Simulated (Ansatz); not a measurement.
Predict the output of the script below (Ansatz 0.2.0 through its Python package).

The script reads `clgeh2n.xyz`:
```text
5

N    -0.83570    0.28540   -0.31420
Ge   -0.15970   -0.81060    0.95790
Cl    1.96910   -0.81200    0.76480
H    -0.37910    1.28020   -0.17810
H    -0.54470   -0.01660   -1.27190
```

`clgeh2n.py`
```python
"""Potential curve of ClGeH2N along one bond."""

import warnings

import ansatz as az
import numpy as np

warnings.simplefilter("ignore", az.DeckWarning)

system = az.Crystal.molecule_from_extxyz("clgeh2n.xyz")

symbols = [site.symbol for site in system.cartesian_sites]
start = np.array([site.position_ang for site in system.cartesian_sites])
axis = (start[4] - start[0]) / np.linalg.norm(start[4] - start[0])
moving = [4]
lengths, energies = [0.92, 0.962, 1.004, 1.046, 1.087, 1.129, 1.171, 1.234], []
for length in lengths:
    xyz = start.copy()
    xyz[moving] += (length - np.linalg.norm(start[4] - start[0])) * axis
    point = az.Crystal.molecule()
    for symbol, place in zip(symbols, xyz):
        point = point.atom(symbol, place.tolist())
    model = point.calculation().basis(gaussian="def2-SVP").functional("hf")
    r = model.run(threads=1, pin="off").report
    energies.append(r["free_energy_ev"])
    print(f"r = {length:6.3f} A  E = {energies[-1]:.5f} eV  <S^2> = {abs(r['mean_field']['state']['spin_squared']):.3f}")

# quartic fit about the minimum
fit = np.polynomial.Polynomial.fit(lengths, np.array(energies) - min(energies), 4).convert()
roots = [r.real for r in fit.deriv().roots() if abs(r.imag) < 1e-9 and fit.deriv(2)(r.real) > 0]
r_e = min(roots, key=lambda r: abs(r - lengths[int(np.argmin(energies))]))
print(f"minimum of the fit at {r_e:.4f} A, force constant {fit.deriv(2)(r_e):.2f} eV/A^2")
```

`python clgeh2n.py` gives:
```text
r =  0.920 A  E = -70478.71519 eV  <S^2> = 0.000
r =  0.962 A  E = -70478.89564 eV  <S^2> = 0.000
r =  1.004 A  E = -70478.96103 eV  <S^2> = 0.000
r =  1.046 A  E = -70478.93778 eV  <S^2> = 0.000
r =  1.087 A  E = -70478.84952 eV  <S^2> = 0.000
r =  1.129 A  E = -70478.70803 eV  <S^2> = 0.000
r =  1.171 A  E = -70478.52770 eV  <S^2> = 0.000
r =  1.234 A  E = -70478.20616 eV  <S^2> = 0.000
minimum of the fit at 1.0125 A, force constant 47.80 eV/A^2
```

Total energies depend on the basis set; only differences at equal settings carry meaning. The rest of the molecule is held rigid at a force-field or estimated start geometry, and the basis set is modest; single-reference methods fail as a bond breaks. Hartree-Fock leaves correlation out, so bond, atomisation and ionisation energies come out well too low. The orbitals are restricted, so S² is zero by construction. Wall time of the script: 6.2 s on 1 thread of Arm Neoverse V1, on a shared host, peak memory 0.19 GiB.

(Lines on the test bed's own set-up are left out of the output.)
